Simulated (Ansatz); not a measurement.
# OH (SMILES [OH]): USVWN5/aug-cc-pVTZ

What is the electronic atomisation energy of OH at USVWN5/aug-cc-pVTZ? 

The calculation is run with Ansatz 0.2.0.

28 further runs of the same task are left out: 28 set aside as unsound or not needed.

### 1 The structure to begin with

OH: 2 atoms, total charge 0, spin state doublet. SMILES: `[OH]`. The coordinates come from a PBE0-D4/def2-TZVP relaxation.

Bond lengths: O1–H2 0.973 Å.

### 2 The energy at USVWN5/aug-cc-pVTZ

Contents of run.yaml:

```yaml
crystal:
  periodic: [false, false, false]
  atoms:
    - {symbol: O, position_ang: [0.415880, -0.133150, 0.214550]}
    - {symbol: H, position_ang: [-0.415880, 0.133150, -0.214550]}
basis:
  gaussian:
    orbitals: aug-cc-pVTZ
magnetization:
  spin_polarized: true
  initial_magnetization: 1
hamiltonian:
  xc: {name: SVWN5}
accuracy: high
output: {orbitals: {seedname: orbitals}}
```

Run with:

```bash
$ ansatz run run.yaml --threads 1 --pin off --max-ram 3480MiB --events-out events.jsonl --progress --plain --runs-dir runs
```

Log:

```text
Warning: RAYON_NUM_THREADS=1 ignored (pool sized by the plan → 1); use --threads N
Functional definition: SVWN5
  name "SVWN5"
  exchange = slater_x
  correlation = vwn5_c
899 factors; integrals over basis functions are off by at most 3.0e-9 eV
mean field evaluation 1: about -2044.4802 eV, gradient 2.4e1 eV
mean field evaluation 2: about -2039.8208 eV, gradient 4.3e1 eV
mean field evaluation 4: about -2046.3075 eV, gradient 4.3e-1 eV
mean field evaluation 8: about -2046.3085 eV, gradient 2.7e-2 eV
mean field evaluation 16: about -2046.3085 eV, gradient 8.1e-7 eV
mean field evaluation 32: about -2046.3085 eV, gradient 8.4e-9 eV
mean field -2046.30850319 eV, -75.2004504546 hartree, gradient 8.4e-9 eV, S^2 0.752286; 2 other end points of the search recorded, 0 dependent functions left out
reference -2046.30850632 eV, -75.2004505694 hartree; 5, 4 occupied and 64, 65 virtual orbitals, 899 factors
Total energy: -2046.30850632 eV, -75.2004505694 hartree
```

Run time: 1 s. Hardware: 1 thread of Arm Neoverse V2, shared host; peak memory 0.11 GiB.

### 3 The H atom

Contents of molecule.yaml:

```yaml
crystal:
  periodic: [false, false, false]
  atoms:
    - symbol: H
      position_ang: [0.000000, 0.000000, 0.000000]
basis:
  gaussian:
    orbitals: aug-cc-pVTZ
hamiltonian:
  xc: {name: SVWN5}
accuracy: high
magnetization:
  spin_polarized: true
  initial_magnetization: 1
```

Run the same way, it converges to -0.47851 Eh (log not shown).

### 4 The O atom, same level

Contents of job.yaml:

```yaml
crystal:
  periodic: [false, false, false]
  atoms:
    - {symbol: O, position_ang: [0.000000, 0.000000, 0.000000]}
basis:
  gaussian:
    orbitals: aug-cc-pVTZ
magnetization:
  spin_polarized: true
  initial_magnetization: 2
hamiltonian:
  xc: {name: SVWN5}
accuracy: high
```

Run the same way, it converges to -74.52440 Eh (log not shown).

### 5 Outcome

At USVWN5/aug-cc-pVTZ:

| quantity | value |
| --- | --- |
| molecule: total energy | -75.20045 Eh |
| molecule: HOMO energy (highest over α and β) | -7.42 eV |
| molecule: LUMO energy (lowest over α and β) | -7.25 eV |
| molecule: ⟨S²⟩ | 0.752 |
| H atom: total energy | -0.47851 Eh |
| H atom: ⟨S²⟩ | 0.750 |
| O atom: total energy | -74.52440 Eh |
| O atom: ⟨S²⟩ | 2.004 |
| electronic atomisation energy | 5.375 eV |

Taking the molecule apart into free atoms costs 5.38 eV (519 kJ/mol), before zero-point energy and without spin-orbit coupling.
